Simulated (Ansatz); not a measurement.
# Rb3Sr3Pb2: the cost of one run

Program: Ansatz 0.2.0. Level of theory: DFT PBE, scalar-relativistic, plane waves, PAW, unless a step names another level. These are calculated values, not measurements.

12 further runs of the same task are left out: 2 that didn't finish, 10 set aside as unsound or not needed.

### 1 The formula and the candidates

Pauling electronegativities: Rb 0.82, Sr 0.95, Pb 2.33 (spread 1.51). No set of common oxidation states balances it. Tabulated atomic sizes suggest about 34 Å³/atom. 21 candidates were drawn, by swapping species into database cells of other compounds, at random by space group and Wyckoff sites, or by hand, as the table says:

| name | made from | space group no. | Wyckoff sites | atoms (primitive cell) | V (Å³/atom) |
| --- | --- | --- | --- | --- | --- |
| c01 | random | 187 | Rb 2i, 1a; Sr 3j; Pb 1b, 1d | 8 | 36.8 |
| c02 | random | 99 | Rb 2c, 1a; Sr 2c, 1b; Pb 2c | 8 | 37.5 |
| c03 | database cell of Ti3In3Rh2 | 189 | Rb 3g; Sr 3f; Pb 2c | 8 | 33.9 |
| c04 | database cell of Pr2Tl3In3 | 47 | Rb 1e, 1d, 1b; Sr 2t, 1g; Pb 2q | 8 | 32.8 |
| c05 | random | 164 | Rb 1a, 2d; Sr 3e; Pb 2d | 8 | 35.7 |
| c06 | random | 166 | Rb 6c, 3a; Sr 9e; Pb 6c | 8 | 35.1 |
| c07 | database cell of Rb3Sb2Au3 | 166 | Rb 3b, 6c; Sr 9e; Pb 6c | 8 | 38.2 |
| c08 | random | 183 | Rb 3c; Sr 3c; Pb 2b | 8 | 34.5 |
| c09 | database cell of Tb2In3Sn3 | 47 | Rb 2t, 1e; Sr 1g, 1b, 1d; Pb 2q | 8 | 34.0 |
| c10 | random | 189 | Rb 3g; Sr 3f; Pb 2e | 8 | 37.3 |
| c11 | database cell of Y2In3Sn3 | 47 | Rb 2t, 1g; Sr 1e, 1d, 1b; Pb 2q | 8 | 34.9 |
| c12 | database cell of Nb2Al3Ga3 | 115 | Rb 1d, 1a, 1c; Sr 2g, 1b; Pb 2g | 8 | 32.6 |
| c13 | random | 221 | Rb 3c; Sr 3d; Pb 1b, 1a | 8 | 37.6 |
| c14 | random | 191 | Rb 3f; Sr 2e, 1b; Pb 2d | 8 | 42.0 |
| c15 | random | 166 | Rb 9d; Sr 6c, 3b; Pb 6c | 8 | 43.0 |
| c16 | random | 166 | Rb 6c, 3a; Sr 9d; Pb 6c | 8 | 40.1 |
| c17 | random | 221 | Rb 3d; Sr 3c; Pb 1b, 1a | 8 | 40.6 |
| c18 | database cell of K3Sb2Au3 | 166 | Rb 9e; Sr 3b, 6c; Pb 6c | 8 | 37.5 |
| c19 | random | 191 | Rb 3f; Sr 2d, 1b; Pb 2e | 8 | 33.9 |
| c20 | random | 191 | Rb 3f; Sr 1a, 2e; Pb 2d | 8 | 39.0 |
| c21 | database cell of Mn3Fe3Ge2 | 187 | Rb 3k; Sr 3j; Pb 1b, 1e | 8 | 30.4 |

### 2 Screening run of c04

Input file input.yaml:

```yaml
crystal:
  lattice:
    - [5.07480652, 0.0, 0.0]
    - [0.0, 5.13425696, 0.0]
    - [0.0, 0.0, 10.07542136]
  atoms:
    - { symbol: Rb, position: [0.0, 0.5, 0.0] }
    - { symbol: Rb, position: [0.5, 0.0, 0.5] }
    - { symbol: Rb, position: [0.5, 0.0, 0.0] }
    - { symbol: Sr, position: [0.5, 0.5, 0.25415912] }
    - { symbol: Sr, position: [0.5, 0.5, 0.74584088] }
    - { symbol: Sr, position: [0.0, 0.5, 0.5] }
    - { symbol: Pb, position: [0.0, 0.0, 0.25122368] }
    - { symbol: Pb, position: [0.0, 0.0, 0.74877632] }
basis:
  ecutwfc: 420
kpoints:
  mp_grid: { grid: [3, 3, 2] }
hamiltonian:
  xc: pbe
scf:
  occupations: { method: gaussian, width: 0.2 }
  lower_state_search: "off"
output:
  forces: true
  stress: true
  eigenvalues: true
relax:
  adjacent_minimum: "off"
  f_tol: 0.08
  max_steps: 16
  cell: { stress_tol: 0.8 }
```

Launch:

```
$ ansatz run input.yaml --threads 1 --pin off --max-ram 2560MiB --backend cpu --events-out ev --progress --plain --runs-dir out
```

Q: Estimate wall time and peak memory on 1 thread of Arm Neoverse V2, shared host.

About 2 min, with a peak of 0.56 GiB.
